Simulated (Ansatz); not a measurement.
# MgRe3: the cost of one run

All numbers are computed with Ansatz 0.2.0, driven from Python. The levels of theory stand in the script.

## 1. The system

The structure is cubic, space group Fm-3m (No. 225). Conventional cell: a = 6.229 Å, b = 6.229 Å, c = 6.229 Å, α = 90.00°, β = 90.00°, γ = 90.00°. Around Mg (site symmetry m-3m) lie 8 Re at 2.70 Å. Re (site symmetry -43m) has 4 Mg at 2.70 Å and 4 Re at 2.70 Å in its first shell of neighbours. Around Re (site symmetry m-3m) lie 8 Re at 2.70 Å.

The script reads mgre3.xyz:

```xyz
4
Lattice="0.0 3.114528 3.114528 3.114528 0.0 3.114528 3.114528 3.114528 0.0" Properties=species:S:1:pos:R:3 pbc="T T T"
Mg    0.00000000    0.00000000    0.00000000
Re    1.55726400    1.55726400    1.55726400
Re    3.11452800    3.11452800    3.11452800
Re    4.67179200    4.67179200    4.67179200
```

## 2. Script

The input, lattice_mgre3.py:

```python
'''How the lattice of MgRe3 depends on the functional.'''

import ansatz
import numpy as np

def edges_and_angles(cell):
    cell = np.asarray(cell)
    a, b, c = np.linalg.norm(cell, axis=1)
    cosines = cell[1] @ cell[2] / (b * c), cell[0] @ cell[2] / (a * c), cell[0] @ cell[1] / (a * b)
    return (a, b, c, *np.degrees(np.arccos(cosines)))

mgre3 = ansatz.Crystal.from_extxyz('mgre3.xyz')

calc = (
    mgre3.calculation()
    .kpoints(6, 6, 6, center='gamma')
    .basis(41 * ansatz.Ry)
    .occupations('fermi_dirac', width=0.05)
    .relax(cell=True, force_tolerance=0.02, max_steps=40)
)

levels = [('rpbe', 'none'), ('lda', 'none'), ('pbesol', 'none'), ('pbe', 'none')]
print('level            a       b       c    alpha   beta  gamma  V/atom  steps')
for name, dispersion in levels:
    seen = []
    run = calc.functional(name, dispersion=dispersion).session().plan()
    outcome = run.execute(on_event=lambda e: seen.append(e) if e['event'] == 'relax_step' else None)
    cell = outcome.lattice.cell_ang
    label = name if dispersion == 'none' else f'{name}+{dispersion}'
    print('{:13s} {:7.4f} {:7.4f} {:7.4f} {:6.2f} {:6.2f} {:6.2f}'.format(label, *edges_and_angles(cell)), f'{abs(np.linalg.det(cell)) / len(outcome.lattice.sites):7.3f} {len(seen):5d}')
```

## 3. The input behind the calls

The engine receives this input (first run):

```yaml
crystal:
  lattice:
    - [0.0, 3.114528, 3.114528]
    - [3.114528, 0.0, 3.114528]
    - [3.114528, 3.114528, 0.0]
  atoms:
    - { symbol: Mg, position: [0.0, 0.0, 0.0] }
    - { symbol: Re, position: [0.25, 0.25, 0.25] }
    - { symbol: Re, position: [0.5, 0.5, 0.5] }
    - { symbol: Re, position: [0.75, 0.75, 0.75] }
basis:
  ecutwfc: 557.833418042754
kpoints:
  mp_grid:
    grid: [6, 6, 6]
    shift: [0.0, 0.0, 0.0]
hamiltonian:
  xc: rpbe
  dispersion: none
scf:
  occupations:
    method: fermi_dirac
    width: 0.05
relax:
  f_tol: 0.02
  max_steps: 40
  cell: {}
```

## 4. Running it

On the command line:

```bash
$ python lattice_mgre3.py
```

What time and memory should one allow on 1 thread of Arm Neoverse V2, shared host?

About 40 s, with a peak of 0.46 GiB.
